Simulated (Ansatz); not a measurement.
# W3N4: the cost of one run

Program: Ansatz 0.2.0. Level of theory: DFT, PBE, plane-wave PAW, default files, scalar-relativistic, as far as a step names no other. These are calculated values, not measurements.

1 further run of the same task is left out (it didn't finish).

## 1. Starting point

It takes space group Pm-3m (No. 221, cubic). The conventional cell has a = 4.122 Å, b = 4.122 Å, c = 4.122 Å, α = 90.00°, β = 90.00°, γ = 90.00°. W (site symmetry 4/mmm) is surrounded by 6 N at 2.06 Å. N (site symmetry m-3m) is surrounded by 6 W at 2.06 Å. Around N (site symmetry 4/mmm) lie 4 W at 2.06 Å.

Coordinates:

```cif
data_structure
_symmetry_space_group_name_H-M 'Pm-3m'
_symmetry_Int_Tables_number 221
_cell_length_a 4.1220
_cell_length_b 4.1220
_cell_length_c 4.1220
_cell_angle_alpha 90.000
_cell_angle_beta 90.000
_cell_angle_gamma 90.000
_cell_volume 70.04
loop_
_atom_site_label
_atom_site_type_symbol
_atom_site_symmetry_multiplicity
_atom_site_Wyckoff_symbol
_atom_site_fract_x
_atom_site_fract_y
_atom_site_fract_z
_atom_site_occupancy
W1 W 3 c 0.50000 0.50000 0.00000 1
N1 N 1 b 0.50000 0.50000 0.50000 1
N2 N 3 d 0.50000 0.00000 0.00000 1
```

The earlier run gave: no gap over 0.1 eV on the mesh, largest force 0.000 eV/Å, pressure 27.1 GPa.

The printed gradients, by site:

| site | atoms | first shell | V_zz (10²¹ V/m²) | η | C_Q (MHz) |
| --- | --- | --- | --- | --- | --- |
| W | 1, 2, 3 | 6 N at 2.06 Å | 14.02 | 0.00 | – |
| N4 | 4 | 6 W at 2.06 Å | 0.00 | – | 0 (¹⁴N) |
| N5 | 5, 6, 7 | 4 W at 2.06 Å | -0.054 | 0.00 | -0.027 (¹⁴N) |

C_Q = eQV_zz/h, which is 24.18 MHz for Q = 1 b and V_zz = 10²¹ V/m²; η = (V_xx − V_yy)/V_zz. Q values from Pyykkö, Mol. Phys. 116, 1328 (2018). A dash under C_Q marks elements without a common quadrupolar isotope.

## 2. Z stretched by +3 %, ions relaxed

Input file input.yaml:

```yaml
crystal:
  lattice:
    - [4.122, 0.0, 0.0]
    - [0.0, 4.122, 0.0]
    - [0.0, 0.0, 4.24566]
  atoms:
    - { symbol: W, position: [0.5, 0.5, 0.0], spin: 2.0 }
    - { symbol: W, position: [0.0, 0.5, 0.5], spin: 2.0 }
    - { symbol: W, position: [0.5, 0.0, 0.5], spin: 2.0 }
    - { symbol: "N", position: [0.5, 0.5, 0.5] }
    - { symbol: "N", position: [0.5, 0.0, 0.0] }
    - { symbol: "N", position: [0.0, 0.5, 0.0] }
    - { symbol: "N", position: [0.0, 0.0, 0.5] }
magnetization:
  spin_polarized: true
kpoints:
  mp_grid: { grid: [11, 11, 11] }
scf:
  occupations: { method: fermi_dirac, width: 0.05 }
hamiltonian:
  xc: pbe
  pseudopotentials: { kind: paw }
output:
  forces: true
  stress: true
  populations: true
  efg:
    quadrupole_moments_barn: { "N": 0.02044 }
    contact_densities: true
  write_density: true
  write_potential: true
  elf: true
  volumetric_format: npy
relax:
  f_tol: 0.02
  max_steps: 60
```

On the command line:

```sh
ansatz run input.yaml --threads 1 --pin off --max-ram 3072MiB --backend cpu --events-out ev --progress --plain --runs-dir out
```

What time and memory should one allow on 1 thread of Intel Xeon Platinum 8488C (Sapphire Rapids), shared host?

About 58 s, with a peak of 0.95 GiB.
